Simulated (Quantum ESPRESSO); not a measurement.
This Quantum ESPRESSO 7.5 run on TaW needs a look.

The input pw.in:

```
&CONTROL
  calculation = 'scf'
  prefix = 'pwscf'
  outdir = './tmp'
  pseudo_dir = './pseudo'
  tprnfor = .true.
  tstress = .true.
  disk_io = 'low'
/
&SYSTEM
  ibrav = 0
  nat = 4
  ntyp = 2
  ecutwfc = 55
  ecutrho = 440
  nbnd = 37
  input_dft = 'beef-vdw'
  occupations = 'smearing'
  smearing = 'mv'
  degauss = 0.01469973
/
&ELECTRONS
  conv_thr = 8d-10
  electron_maxstep = 60
  mixing_beta = 0.5
/
ATOMIC_SPECIES
Ta   180.9479 Ta_pbe_v1.uspp.F.UPF
W    183.8400 W_pbe_v1.2.uspp.F.UPF
CELL_PARAMETERS angstrom
   3.2282575800    0.0000000000    0.0000000000
   0.0000000000   -4.6140510000    0.0000000000
  -1.6141287900    2.3070255000   -4.5213984100
ATOMIC_POSITIONS angstrom
Ta     0.9400885700    0.8915886100    0.9511512700
Ta     0.6041211500    0.5751744200    0.9398470200
W      0.0883881300    0.7174396900    0.4064995200
W      0.8674021500    0.3157972800    0.7025021900
K_POINTS automatic
5 4 3 0 0 0
```

Potentials or basis: SSSP 1.3 efficiency PBE.

The run is started by

```sh
$ OMP_NUM_THREADS=1 pw.x -in pw.in > pw.out
```

pw.out:

```text
This program is part of the open-source Quantum ESPRESSO suite
     for quantum simulation of materials; please cite
         "P. Giannozzi et al., J. Phys.:Condens. Matter 21 395502 (2009);
         "P. Giannozzi et al., J. Phys.:Condens. Matter 29 465901 (2017);
         "P. Giannozzi et al., J. Chem. Phys. 152 154105 (2020);
     in publications or presentations arising from this work. More details at

     **************************************************************************
     Initializing libbeef V0.1.2 with the BEEF-vdW functional.
     Citation: Wellendorff et al., PRB 85, 235149 (2012).
[... 227 lines left out ...]
     %    DOI: 10.1063/1.4986522 and DOI: 10.1103/PhysRevX.12.041003        %
     %    use with input_dft = 'vdW-DF2-br0' and 'vdW-DF2-ahbr'             %
     %                                                                      %
     %%%%%%%%%%%%%%%%%%%%%%%%%%%%%%%%%%%%%%%%%%%%%%%%%%%%%%%%%%%%%%%%%%%%%%%%

     Starting wfcs are   52 randomized atomic wfcs

 %%%%%%%%%%%%%%%%%%%%%%%%%%%%%%%%%%%%%%%%%%%%%%%%%%%%%%%%%%%%%%%%%%%%%%%%%%%%%%
     Error in routine cdiaghg (92):
     S matrix not positive definite
 %%%%%%%%%%%%%%%%%%%%%%%%%%%%%%%%%%%%%%%%%%%%%%%%%%%%%%%%%%%%%%%%%%%%%%%%%%%%%%

     stopping ...
```

Task: What happened, and what is wrong with the input?

Result: The input was rejected before any iteration. The input holds a flaw that was put in on purpose: fractional positions marked angstrom.
